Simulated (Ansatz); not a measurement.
**C2H7BFN: small, medium and large basis sets**

An exercise on one series of results from a longer session: the logs are not shown, and one member is left open.

Program: Ansatz 0.2.0, Gaussian basis. Level of theory: one geometry, several basis sets. These are calculated values, not measurements.

The runs, in order: PBE0-D4/def2-SVP; ωB97M-V/def2-SVP; PBE0-D4/def2-QZVPP; ωB97M-V/def2-QZVPP; the functionals' def2-TZVPP values are taken from earlier runs.

## Structure used throughout

An earlier PBE0-D4 in a triple-zeta def2 set relaxation fixed the geometry.

SMILES `CCB(N)F`, 12 atoms, charge 0, spin multiplicity 1.

Atoms are counted from 1 here; the program's logs count them from 0.

Bond lengths: C1–C2 1.529 Å, C1–H6 1.092 Å, C1–H7 1.093 Å, C1–H8 1.092 Å, C2–B3 1.571 Å, C2–H9 1.098 Å, C2–H10 1.095 Å, B3–N4 1.396 Å, B3–F5 1.348 Å, N4–H11 1.006 Å, N4–H12 1.003 Å. Angles: C2–C1–H6 111.0°, C2–C1–H7 111.3°, C2–C1–H8 111.7°, H6–C1–H7 107.3°, H6–C1–H8 107.8°, H7–C1–H8 107.5°, C1–C2–B3 113.3°, C1–C2–H9 108.9°, C1–C2–H10 110.3°, B3–C2–H9 107.3°, B3–C2–H10 110.9°, H9–C2–H10 105.7°, C2–B3–N4 124.5°, C2–B3–F5 118.6°, N4–B3–F5 116.9°, B3–N4–H11 122.6°, B3–N4–H12 122.9°, H11–N4–H12 114.6°.

The first run:

Input file in.yaml:

```yaml
crystal:
  periodic: [false, false, false]
  atoms:
    - {symbol: C, position_ang: [-1.660602, 0.141909, -0.249599]}
    - {symbol: C, position_ang: [-0.300502, -0.534565, -0.422484]}
    - {symbol: B, position_ang: [0.907188, 0.379908, -0.005730]}
    - {symbol: N, position_ang: [1.944066, -0.017911, 0.840389]}
    - {symbol: F, position_ang: [0.965447, 1.635359, -0.493004]}
    - {symbol: H, position_ang: [-1.702496, 1.083882, -0.800422]}
    - {symbol: H, position_ang: [-1.861169, 0.369710, 0.800669]}
    - {symbol: H, position_ang: [-2.474729, -0.491541, -0.609406]}
    - {symbol: H, position_ang: [-0.163727, -0.794601, -1.480636]}
    - {symbol: H, position_ang: [-0.276741, -1.484198, 0.121858]}
    - {symbol: H, position_ang: [2.713568, 0.585976, 1.074286]}
    - {symbol: H, position_ang: [1.986697, -0.929227, 1.257879]}
basis:
  gaussian: {orbitals: def2-SVP}
hamiltonian: {xc: pbe0, dispersion: d4}
output: {orbitals: {seedname: orbitals}}
```

Run with:

```sh
> ansatz run in.yaml --threads 4 --pin off --events-out ev --progress --plain --max-ram 10444MiB
```

Among the steps run: PBE0-D4 in def2-SVP; ωB97M-V in def2-SVP; PBE0-D4 in def2-QZVPP; ωB97M-V in def2-QZVPP.

One table of the session follows, with a row left open; its other results are not shown here.

It belongs to the step «Functionals by basis». 

| functional | basis | HOMO (eV) | LUMO (eV) |
| --- | --- | --- | --- |
| PBE0-D4 | def2-SVP | ? | ? |
| PBE0-D4 | def2-TZVPP | -8.27 | 0.80 |
| PBE0-D4 | def2-QZVPP | -8.31 | 0.49 |
| ωB97M-V | def2-SVP | -10.49 | 3.27 |
| ωB97M-V | def2-TZVPP | -10.68 | 2.08 |
| ωB97M-V | def2-QZVPP | -10.71 | 1.58 |

Q: Estimate the row for PBE0-D4, def2-SVP from the others.

As computed: HOMO (eV): -8.09; LUMO (eV): 1.54. In the column «HOMO (eV)» it is the highest.
